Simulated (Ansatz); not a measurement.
**CoTeW (element-swapped structure): how the settings move a single-point run**

How sensitive is a single-point run of CoTeW (element-swapped structure) to its settings? A reference run comes first, then four runs with altered input.

Computed with Ansatz 0.2.0 (reference: DFT PBE, plane waves, PAW, scalar-relativistic, no spin polarisation, unless a step's input says otherwise).

### Step 1. The system as given

It takes space group Pmmn (No. 59, orthorhombic). The conventional cell has a = 5.055 Å, b = 5.247 Å, c = 8.849 Å, α = 90.00°, β = 90.00°, γ = 90.00°. W (site symmetry mm2) is surrounded by 2 Co at 3.06 Å. Te (site symmetry mm2) is surrounded by 4 Co at 3.42 to 3.64 Å. Around Co (site symmetry mm2) lie 4 W at 3.06 to 3.52 Å and 4 Te at 3.42 to 3.64 Å.

As a file:

```cif
data_structure
_symmetry_space_group_name_H-M 'P 1'
_symmetry_Int_Tables_number 1
_cell_length_a 5.2466
_cell_length_b 5.0552
_cell_length_c 8.8489
_cell_angle_alpha 90.000
_cell_angle_beta 90.000
_cell_angle_gamma 90.000
_cell_volume 234.70
loop_
_atom_site_label
_atom_site_type_symbol
_atom_site_fract_x
_atom_site_fract_y
_atom_site_fract_z
_atom_site_occupancy
W1 W 0.00000 0.00000 0.54980 1
W2 W 0.50000 0.50000 0.45020 1
Te1 Te 0.00000 0.00000 0.01270 1
Te2 Te 0.50000 0.50000 0.98730 1
Co1 Co 0.00000 0.50000 0.27250 1
Co2 Co 0.50000 0.00000 0.72750 1
```

### Step 2. Reference

The input, input.yaml:

```yaml
crystal:
  lattice:
    - [5.246568, 0.0, 0.0]
    - [0.0, 5.055246, 0.0]
    - [0.0, 0.0, 8.848881]
  atoms:
    - { symbol: W, position: [0.0, 0.0, 0.5498] }
    - { symbol: W, position: [0.5, 0.5, 0.4502] }
    - { symbol: Te, position: [0.0, 0.0, 0.0127] }
    - { symbol: Te, position: [0.5, 0.5, 0.9873] }
    - { symbol: Co, position: [0.0, 0.5, 0.2725] }
    - { symbol: Co, position: [0.5, 0.0, 0.7275] }
  symmetry: { tolerance: 0.0003 }
kpoints:
  mp_grid: { grid: [4, 4, 2], shift: [0, 0, 0] }
magnetization:
  spin_polarized: false
scf:
  occupations: { method: gaussian, width: 0.0442 }
hamiltonian:
  pseudopotentials: { kind: paw }
  xc: pbe
basis:
  ecutwfc: 420
output:
  forces: true
  stress: true
  eigenvalues: true
  write_density: true
  write_potential: true
  elf: true
  volumetric_format: npy
```

Command:

```bash
> ansatz run input.yaml --threads 1 --pin off --max-ram 2560MiB --backend cpu --events-out ev --progress --plain --runs-dir out
```

### Step 3. Changing settings: occupations.method cold, occupations.width 0.3

Edit input.yaml of step 2 so:

```diff
@@ -18,3 +18,3 @@
 scf:
-  occupations: { method: gaussian, width: 0.0442 }
+  occupations: { method: cold, width: 0.3 }
 hamiltonian:
```

### Step 4. Changed: occupations.method methfessel_paxton, occupations.width 0.005, eigensolver.kind davidson

Edit input.yaml of step 2 so:

```diff
@@ -18,3 +18,4 @@
 scf:
-  occupations: { method: gaussian, width: 0.0442 }
+  occupations: { method: methfessel_paxton, width: 0.005 }
+  eigensolver: { kind: davidson }
 hamiltonian:
```

### Step 5. Variant: mixing.algorithm msr1, mixing.beta 0.7, mixing.ndim 8

Edit input.yaml of step 2 so:

```diff
@@ -19,2 +19,3 @@
   occupations: { method: gaussian, width: 0.0442 }
+  mixing: { algorithm: msr1, beta: 0.7, ndim: 8 }
 hamiltonian:
```

### Step 6. Changed: occupations.method cold, occupations.width 0.025

Edit input.yaml of step 2 so:

```diff
@@ -18,3 +18,3 @@
 scf:
-  occupations: { method: gaussian, width: 0.0442 }
+  occupations: { method: cold, width: 0.025 }
 hamiltonian:
```

What does the calculation give? Wanted: for each run, ending; energy change; pressure; gap; force.

**Answer**, as computed:

| run | ending | energy change | pressure (GPa) | gap (eV) | force (eV/Å) | cycles | time |
| --- | --- | --- | --- | --- | --- | --- | --- |
| reference | converged | 0 | -18.0 | 0.00 | 1.55 | 13 | 17 s |
| 1: occupations.method cold, occupations.width 0.3 | converged | -1.9 meV/atom (σ→0) | -18.0 | 0.00 | 1.70 | 12 | 17 s |
| 2: occupations.method methfessel_paxton, occupations.width 0.005, eigensolver.kind davidson | converged | 0.0 meV/atom (σ→0) | -18.0 | 0.00 | 1.54 | 13 | 23 s |
| 3: mixing.algorithm msr1, mixing.beta 0.7, mixing.ndim 8 | converged | 0.0 meV/atom | -18.0 | 0.00 | 1.55 | 11 | 18 s |
| 4: occupations.method cold, occupations.width 0.025 | converged | +0.1 meV/atom (σ→0) | -18.0 | 0.00 | 1.55 | 10 | 19 s |

Residual by cycle in the longest SCF loop of each run; runs are numbered as in the table. The quantity is the density residual dr2, in eV.

| cycle | reference | run 1 | run 2 | run 3 | run 4 |
| --- | --- | --- | --- | --- | --- |
| 1 | 1.19 | 1.39 | 1.14 | 1.19 | 1.18 |
| 2 | 0.169 | 0.428 | 0.0513 | 0.0399 | 0.101 |
| 3 | 0.0135 | 0.00388 | 0.0143 | 0.0295 | 0.0148 |
| 4 | 0.005 | 0.00232 | 0.00116 | 0.00406 | 0.00926 |
| 5 | 0.00108 | 6.8e-4 | 4.4e-4 | 0.00158 | 8.2e-4 |
| 6 | 2.4e-4 | 1.3e-4 | 1.5e-4 | 2.1e-4 | 1.9e-4 |
| 8 | 1.4e-5 | 4.2e-6 | 3.4e-5 | 1.5e-5 | 1.4e-5 |
| 9 | 8.1e-7 | 1.7e-7 | 6.3e-7 | 2.9e-7 | 2.4e-6 |
| 10 | 3.8e-7 | 1.0e-6 | 7.8e-7 | 3.4e-7 | 7.0e-8 |
| 11 | 9.3e-7 | 2.5e-7 | 7.2e-7 | 6.0e-8 | - |
| 12 | 1.2e-7 | 2.4e-9 | 3.0e-7 | - | - |
| 13 | 2.6e-9 | - | 6.5e-9 | - | - |

The structure is not at rest: the sound run finds -18 GPa, so these are no properties of the relaxed crystal. The reference leaves spin out although Co and W can carry a moment, so its state need not be the lowest.

The reference is no final answer either: its mesh is coarse for a cell with so small a gap or none; the structure is made up and not relaxed.
